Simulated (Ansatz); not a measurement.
# Co (Cobalt): the cost of one run

Program: Ansatz 0.2.0. Level of theory: DFT, PBE, plane-wave PAW, default files, scalar-relativistic, frozen cores. These are calculated values, not measurements.

2 further runs of the same task are left out: 2 that didn't finish.

### Step 1. Starting point

Symmetry: P6_3/mmc, No. 194, hexagonal system. The conventional cell has a = 2.505 Å, b = 2.505 Å, c = 4.089 Å, α = 90.00°, β = 90.00°, γ = 120.00°. Around Co (site symmetry -6m2) lie 12 Co at 2.50 to 2.51 Å.

Structure file:

```
CELL_PARAMETERS angstrom
2.50540 0.00000 0.00000
-1.25270 2.16974 0.00000
0.00000 0.00000 4.08930
ATOMIC_POSITIONS crystal
Co 0.33333 0.66667 0.25000
Co 0.66667 0.33333 0.75000
```

The earlier run gave: no gap over 0.1 eV on the mesh, largest force 0.000 eV/Å, pressure -4.9 GPa, net moment 3.24 μB.

Site by site (atoms counted from 1):

| site | atoms | first shell | V_zz (10²¹ V/m²) | η | C_Q (MHz) | m (μB) | B_c (T) |
| --- | --- | --- | --- | --- | --- | --- | --- |
| Co | 1, 2 | 12 Co at 2.50–2.51 Å | -0.13 | 0.00 | -1.35 (⁵⁹Co) | 1.70 | -26.5 |

C_Q = eQV_zz/h, which is 24.18 MHz for Q = 1 b and V_zz = 10²¹ V/m²; η = (V_xx − V_yy)/V_zz. Nuclear quadrupole moments: year-2017 set (Pyykkö).

B_c = (2μ₀/3) μB (ρ↑ − ρ↓) at the nucleus, 7.77 T per e/Å³, positive along the run's up direction; orbital and dipolar fields are not in it. One atom of each site is listed; partners with reversed moments have reversed fields.

### Step 2. Z stretched by -1 %, ions relaxed

File input.yaml:

```yaml
crystal:
  lattice:
    - [2.5054, 0.0, 0.0]
    - [-1.2527, 2.1697400466, 0.0]
    - [0.0, 0.0, 4.048407]
  atoms:
    - { symbol: Co, position: [0.3333333333, 0.6666666667, 0.25], spin: 2.0 }
    - { symbol: Co, position: [0.6666666667, 0.3333333333, 0.75], spin: 2.0 }
magnetization:
  spin_polarized: true
kpoints:
  mp_grid: { grid: [21, 21, 11] }
scf:
  occupations: { method: fermi_dirac, width: 0.05 }
hamiltonian:
  xc: pbe
  pseudopotentials: { kind: paw, frozen_core: stored }
output:
  forces: true
  stress: true
  populations: true
  efg: { quadrupole_moments_barn: { Co: 0.42 } }
  write_density: true
  write_potential: true
  elf: true
  volumetric_format: npy
relax:
  f_tol: 0.02
  max_steps: 60
```

On the command line:

```
$ ansatz run input.yaml --threads 1 --pin off --max-ram 3072MiB --backend cpu --events-out ev --progress --plain --runs-dir out
```

What time and memory should one allow on 1 thread of Intel Xeon at 2.50GHz (Skylake/Cascade Lake), shared host?

About 64 s, with a peak of 0.59 GiB.
